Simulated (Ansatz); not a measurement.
# C2H6BNO: one species, many methods

An exercise on one series of results from a longer session: the logs are not shown, and one member is left open.

Program: Ansatz 0.2.0, Gaussian basis. Level of theory: functionals in def2-TZVPP, the program's frozen cores in correlated methods. These are calculated values, not measurements.

Levels to be run: PBE-D4, r2SCAN-D4, PBE0-D4, B3LYP-D4, ωB97X-V, ωB97M-V, B2PLYP; CCSD(T)/def2-TZVPP; MP2/def2-QZVPP; extrapolation to the limit.

**The geometry**

All runs share one geometry, relaxed beforehand with PBE0-D4 in a triple-zeta def2 set.

SMILES `OB1CCN1`, 11 atoms, charge 0, spin multiplicity 1.

Atoms are counted from 1 here; the program's logs count them from 0.

Bond lengths: O1–B2 1.361 Å, O1–H6 0.958 Å, B2–C3 1.597 Å, B2–N5 1.405 Å, C3–C4 1.551 Å, C3–H7 1.091 Å, C3–H8 1.091 Å, C4–N5 1.460 Å, C4–H9 1.095 Å, C4–H10 1.095 Å, N5–H11 1.004 Å. Angles: B2–O1–H6 112.7°, O1–B2–C3 138.6°, O1–B2–N5 129.5°, C3–B2–N5 91.9°, B2–C3–C4 83.0°, B2–C3–H7 117.5°, B2–C3–H8 117.5°, C4–C3–H7 114.0°, C4–C3–H8 114.0°, H7–C3–H8 108.8°, C3–C4–N5 91.7°, C3–C4–H9 114.1°, C3–C4–H10 114.1°, N5–C4–H9 113.8°, N5–C4–H10 113.8°, H9–C4–H10 108.8°, B2–N5–C4 93.5°, B2–N5–H11 139.7° and more.

The first run:

in.yaml

```yaml
crystal:
  periodic: [false, false, false]
  atoms:
    - {symbol: O, position_ang: [-2.138448, 0.504765, 0.557786]}
    - {symbol: B, position_ang: [-0.869559, 0.213222, 0.160928]}
    - {symbol: C, position_ang: [0.508514, -0.266795, 0.810384]}
    - {symbol: C, position_ang: [1.009342, -0.183660, -0.655431]}
    - {symbol: N, position_ang: [-0.303628, 0.250870, -1.124134]}
    - {symbol: H, position_ang: [-2.264731, 0.397050, 1.501413]}
    - {symbol: H, position_ang: [0.543175, -1.271014, 1.235725]}
    - {symbol: H, position_ang: [1.011818, 0.420889, 1.491813]}
    - {symbol: H, position_ang: [1.331575, -1.143534, -1.072593]}
    - {symbol: H, position_ang: [1.801890, 0.554882, -0.815558]}
    - {symbol: H, position_ang: [-0.564647, 0.466325, -2.069734]}
basis:
  gaussian: {orbitals: def2-TZVPP}
hamiltonian: {xc: pbe, dispersion: d4}
output: {forces: true, orbitals: {seedname: orbitals}}
```

Launch:

```bash
ansatz run in.yaml --threads 4 --pin off --events-out ev --progress --plain --max-ram 10444MiB
```

Among the steps run: PBE-D4 (GGA); r2SCAN-D4 (meta-GGA); PBE0-D4 (hybrid); B3LYP-D4 (hybrid); ωB97X-V (range-separated); ωB97M-V (range-separated); B2PLYP (double hybrid); CCSD(T) in def2-TZVPP; MP2 in def2-QZVPP.

One table of the session follows, with a row left open; its other results are not shown here.

| method | atoms, summed (eV) | atomisation energy (kcal/mol) |
| --- | --- | --- |
| PBE-D4 | -6333.220 | 1118.6 |
| r2SCAN-D4 | -6338.669 | 1090.5 |
| PBE0-D4 | -6334.747 | 1096.4 |
| B3LYP-D4 | -6342.867 | 1089.2 |
| ωB97X-V | -6340.379 | 1090.2 |
| ωB97M-V | -6339.623 | 1093.5 |
| B2PLYP | -6337.597 | 1078.7 |
| HF/def2-TZVPP | ? | ? |
| MP2/def2-TZVPP | -6327.920 | 1080.8 |
| CCSD/def2-TZVPP | -6330.485 | 1040.2 |
| CCSD(T)/def2-TZVPP | -6330.770 | 1056.8 |
| MP2/CBS | -6329.977 | 1108.7 |
| CCSD(T)/CBS | -6332.827 | 1084.7 |

**Question.** Estimate the row for HF/def2-TZVPP.

**Answer.** atoms, summed (eV): -6316.702; atomisation energy (kcal/mol): 786.8. In the column «atoms, summed (eV)» it is the highest.
